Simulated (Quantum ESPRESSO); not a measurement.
The system is Ta3AsAu2O13.

```
Ta As Au O
1.0
     5.72385   -0.00745   -0.00403
     1.30279    6.25499    0.00561
     0.27574    1.30074    8.36754
Ta As Au O
3 1 2 13
Cartesian
  1.8016 2.6675 4.8901
  0.6106 1.9943 8.3559
  4.2828 4.5395 4.2252
  4.7578 6.6860 6.9518
  3.4916 0.8150 1.5556
  1.4492 5.7148 3.7432
  4.8936 5.2811 5.9496
  3.3221 1.7411 5.8246
  6.2809 6.7422 7.6940
  3.3672 6.6706 7.9235
  4.5687 1.8638 0.2577
  1.7240 1.5064 0.9269
  0.9962 1.2256 4.1088
  3.3758 2.9946 3.6400
  0.9058 2.6910 6.5776
  6.1615 3.9169 3.8186
  4.0664 5.7780 2.9290
  2.4385 4.7506 5.2300
  6.5613 6.2408 1.8957
```

The cell was built by a generator and needn't be a form met in nature.

Base run:

| Property | Result |
| --- | --- |
| Program | Quantum ESPRESSO 7.5 |
| Functional | PBE |
| Potentials or basis | PseudoDojo 0.4.1 SR PBE standard |
| Cutoff | 1143 eV |
| Density cutoff | 4572 eV |
| k mesh | 4 × 4 × 3 |
| Occupations | fermi-dirac, width 0.05 eV |
| Spin | no spin polarisation |

Its results: band gap on the k mesh 1.26 eV, indirect (least direct gap 1.32 eV); pressure -0.7 GPa; largest force 0.159 eV/Å.

Task: After a change of settings the same cell gave: band gap on the k mesh 1.28 eV, indirect (least direct gap 1.33 eV); pressure 1.0 GPa; largest force 0.967 eV/Å. Which change was it?
A. functional from PBE to PBEsol; potentials or basis from PseudoDojo 0.4.1 SR PBE standard to SG15 PBE 1.2; cutoff from 1143 eV to 1197 eV; density cutoff from 4572 eV to 4789 eV; valence electrons from 170 to 202
B. potentials or basis from PseudoDojo 0.4.1 SR PBE standard to SSSP 1.3 efficiency PBE; cutoff from 1143 eV to 816 eV; density cutoff from 4572 eV to 5987 eV; valence electrons from 170 to 160
C. functional from PBE to r2SCAN; potentials or basis from PseudoDojo 0.4.1 SR PBE standard to SG15 PBE 1.2; cutoff from 1143 eV to 1197 eV; density cutoff from 4572 eV to 4789 eV; valence electrons from 170 to 202
D. potentials or basis from PseudoDojo 0.4.1 SR PBE standard to SG15 PBE 1.2; cutoff from 1143 eV to 1197 eV; density cutoff from 4572 eV to 4789 eV; valence electrons from 170 to 202

Result: B.

Caveats: spin-orbit coupling is left out, which moves the levels of the heavy elements; an odd mesh through Γ misses points on the zone boundary, where band edges often lie (some runs).
